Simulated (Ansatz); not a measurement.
# LiIn2CuTe4: the cost of one run

Code: Ansatz 0.2.0. PAW datasets, plane waves, zero pressure. (Simulation; spin polarisation is off.)

### 1 The system as given

It is tetragonal, I-4 (No. 82); conventional cell a = 6.379 Å, c = 12.737 Å, 32.39 Å³ an atom. Li has 4 Te at 2.74 Å; In has 4 Te at 2.85 Å; Cu has 4 Te at 2.61 Å; Te has 1 Cu at 2.61 Å and 1 Li at 2.74 Å and 2 In at 2.85 Å.

As a file:

```xyz
8
Lattice="-3.1893 3.1893 6.3685 3.1893 -3.1893 6.3685 3.1893 3.1893 -6.3685" Properties=species:S:1:pos:R:3 pbc="T T T"
Li    0.0000    0.0000    0.0000
In    0.0000    3.1893    3.1843
In    0.0000    0.0000    6.3685
Cu    3.1893    0.0000    3.1843
Te    1.4471    1.6536   -1.6445
Te    1.7422    1.5357    4.7240
Te    4.7250    1.4471    1.6445
Te   -1.5357    1.7422    8.0130
```

### 2 PBE: cell and atoms

File input.yaml:

```yaml
crystal:
  lattice:
    - [-3.18929, 3.18929, 6.368521]
    - [3.18929, -3.18929, 6.368521]
    - [3.18929, 3.18929, -6.368521]
  atoms:
    - { symbol: Li, position: [0.0, 0.0, 0.0] }
    - { symbol: In, position: [0.75, 0.25, 0.5] }
    - { symbol: In, position: [0.5, 0.5, 0.0] }
    - { symbol: Cu, position: [0.25, 0.75, 0.5] }
    - { symbol: Te, position: [0.130129, 0.097754, 0.48611] }
    - { symbol: Te, position: [0.611644, 0.644019, 0.51389] }
    - { symbol: Te, position: [0.355981, 0.869871, 0.967625] }
    - { symbol: Te, position: [0.902246, 0.388356, 0.032375] }
kpoints:
  mp_grid: { grid: [6, 6, 6] }
hamiltonian:
  xc: pbe
scf:
  occupations: { method: fermi_dirac, width: 0.02 }
relax:
  f_tol: 0.005
  cell: {}
```

The run is started by

```
$ ansatz run input.yaml --threads 4 --pin off --max-ram 5529MiB --backend cpu --events-out ev --progress --plain --runs-dir out
```

What time and memory should one allow on 4 threads of Arm Neoverse V1, shared host?

About 57 s, with a peak of 1 GiB.
